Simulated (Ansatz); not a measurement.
**F₃HOTi: up Jacob's ladder to CCSD(T)**

One table from this session's results is given with a row withheld; the runs are named, their logs left out.

Computed with Ansatz 0.2.0, Gaussian basis. Level: functionals in def2-TZVPP, the program's frozen cores in correlated methods.

Plan: LDA (SPW92), PBE-D4, revPBE-D4, BLYP-D4, r2SCAN-D4, B97M-V, PBE0-D4, B3LYP-D4, r2SCANh-D4, r2SCAN0-D4, HSE06-D4, BHLYP-D4, CAM-B3LYP-D4, LC-ωPBE, ωB97X-V, ωB97M-V, B2PLYP, PBE-QIDH; CCSD(T)/def2-SVP; CCSD(T)/def2-TZVPP; MP2/def2-QZVPP; extrapolation to the limit; RPA on PBE.

## The geometry

All runs share one geometry, relaxed beforehand with PBE0-D4 in a triple-zeta def2 set.

SMILES `[OH][Ti]([F])([F])[F]`, 6 atoms, charge 0, spin multiplicity 1.

Atoms are counted from 1 here; the program's logs count them from 0.

Bond lengths: O1–Ti2 1.762 Å, O1–H6 0.957 Å, Ti2–F3 1.749 Å, Ti2–F4 1.750 Å, Ti2–F5 1.750 Å. Angles: Ti2–O1–H6 142.9°, O1–Ti2–F3 109.1°, O1–Ti2–F4 109.8°, O1–Ti2–F5 109.8°, F3–Ti2–F4 110.1°, F3–Ti2–F5 110.1°, F4–Ti2–F5 107.8°.

The first run:

in.yaml reads:

```yaml
crystal:
  periodic: [false, false, false]
  atoms:
    - {symbol: O, position_ang: [-0.850019, 0.554108, 0.859997]}
    - {symbol: Ti, position_ang: [0.347121, -0.222651, -0.172725]}
    - {symbol: F, position_ang: [1.621023, -0.884745, 0.826901]}
    - {symbol: F, position_ang: [-0.409742, -1.495521, -1.105306]}
    - {symbol: F, position_ang: [1.008153, 0.944477, -1.296735]}
    - {symbol: H, position_ang: [-1.674537, 1.040433, 0.841668]}
basis:
  gaussian: {orbitals: def2-TZVPP}
hamiltonian: {xc: lda}
output: {orbitals: {seedname: orbitals}}
```

On the command line:

```console
> ansatz run in.yaml --threads 4 --pin off --events-out ev --progress --plain --max-ram 10444MiB
```

Among the steps run: LDA; PBE-D4 (GGA); revPBE-D4 (GGA); BLYP-D4 (GGA); r2SCAN-D4 (meta-GGA); B97M-V (meta-GGA); B3LYP-D4 (hybrid); r2SCANh-D4 (hybrid); r2SCAN0-D4 (hybrid); HSE06-D4 (hybrid); BHLYP-D4 (hybrid); CAM-B3LYP-D4 (range-separated); LC-ωPBE (range-separated); ωB97X-V (range-separated); ωB97M-V (range-separated); B2PLYP (double hybrid); PBE-QIDH (double hybrid).

One of the session's tables, all rows but one given; the rest of the session is left out.

It belongs to the step «Frontier levels by functional». 

```
  functional  HOMO (eV)  LUMO (eV)  gap (eV)
 LDA (SPW92)      -9.06      -3.80      5.26
      PBE-D4      -8.79      -3.50      5.29
   revPBE-D4      -8.69      -3.40      5.30
     BLYP-D4      -8.72      -3.46      5.26
   r2SCAN-D4      -9.21      -3.46      5.75
      B97M-V      -9.28      -3.47      5.81
     PBE0-D4     -10.59      -2.55      8.04
    B3LYP-D4     -10.33      -2.89      7.43
  r2SCANh-D4      -9.89      -3.09      6.79
  r2SCAN0-D4     -10.90      -2.51      8.39
    HSE06-D4     -10.18      -2.94      7.24
    BHLYP-D4     -12.34      -1.45     10.89
CAM-B3LYP-D4          ?          ?         ?
     LC-ωPBE     -13.47      -0.16     13.32
     ωB97X-V     -13.12      -0.18     12.93
     ωB97M-V     -13.06      -0.20     12.86
```

Q: Estimate the row for CAM-B3LYP-D4 from the others.

As computed: HOMO (eV): -12.14; LUMO (eV): -1.45; gap (eV): 10.70. In the column «HOMO (eV)» it lies between BHLYP-D4 (-12.34) and r2SCAN0-D4 (-10.90).
